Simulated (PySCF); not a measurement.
# BBiH4: the cost of one run

Programs: PySCF 2.14.0, with routines of our own; each step states its level. All values are computed. Atoms count from 0.

## (1) The starting structure

6 atoms, charge 0, multiplicity 1; geometry from: GFN2-xTB.

## (2) Geometry optimisation at PBE0-D3(BJ)/def2-SVP

Job settings and geometry (Å):

```
{"job": {"xc": "PBE0", "basis": "def2-SVP", "d3": "d3bj", "grid": 1, "maxiter": 30, "shake": 0.01, "kind": "geom"}, "charge": 0, "multiplicity": 1}
B      1.064700     0.023850    -0.027950
Bi    -1.119400    -0.030290    -0.874460
H      1.548750     1.067580     0.168630
H      1.697190    -0.925850     0.109090
H     -1.641450     1.162350     0.322490
H     -1.525620    -1.327660     0.257530
```

Started as:

```
OMP_NUM_THREADS=1 python heavy_run.py task.json out
```

This one command runs all jobs of the session in turn.

Q: Estimate the wall time and peak memory of this first job on 1 thread of Arm Neoverse V1, shared host.

About 5.9 s, with a peak of 0.29 GiB.
